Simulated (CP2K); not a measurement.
NaLaMnMoO6:

```
Na La Mn Mo O
1.0
     5.10936    0.00000    0.00000
    -0.24688    5.68894    0.00000
    -0.91471   -2.81984    5.12448
Na La Mn Mo O
1 1 1 1 6
Direct
  0.40776 0.38086 0.07519
  0.03690 0.66325 0.68598
  0.44271 0.04268 0.40638
  0.90251 0.96387 0.30442
  0.73627 0.69569 0.99417
  0.72288 0.91846 0.55299
  0.70112 0.27368 0.37292
  0.19224 0.75325 0.36660
  0.17926 0.03365 0.11672
  0.20034 0.27462 0.63197
```

The cell was built by a generator and needn't be a form met in nature.

Base run:

- Program: CP2K 2026.2
- Functional: PBEsol
- Potentials or basis: POTENTIAL_UZH Na GTH-PBE-q9, Mo GTH-PBE-q14, O GTH-PBE-q6; GTH_POTENTIALS La GTH-PBE-q11, Mn GTH-PBE-q15; TZVP-MOLOPT-PBE-GTH, TZVP-MOLOPT-SR-GTH basis
- Density cutoff: 13606 eV
- k mesh: 6 × 6 × 5
- Occupations: fermi-dirac, width 0.05 eV
- Spin: collinear spin, ferromagnetic start
- Starting moments: [0.0, 0.0, 4.0, 1.0, 0.0, 0.0, 0.0, 0.0, 0.0, 0.0] μB

Its results: band gap on the k mesh 0.89 eV, indirect (least direct gap 1.01 eV); net moment 3.00 μB per cell; site moments Na -0.00; La +0.03; Mn +3.28; Mo -0.34; O +0.02, -0.01, -0.02, +0.07 μB.

Problem. The run is repeated on the same cell with these changes: functional from PBEsol to RPBE. What comes out?

Solution. Band gap on the k mesh 0.97 eV, indirect (least direct gap 1.10 eV); net moment 3.00 μB per cell; site moments Na -0.00; La +0.03; Mn +3.35; Mo -0.40; O +0.03, -0.02, -0.01, +0.07 μB.

Caveats: spin-orbit coupling is left out, which moves the levels of the heavy elements; the mesh misses the band edges, which the band path finds closer together; the basis of atomic orbitals isn't converged, which shifts pressures, moduli and gaps; a cell with one magnetic atom can't hold antiferromagnetic order, which such compounds often take.

Not every run made on this cell is shown here.
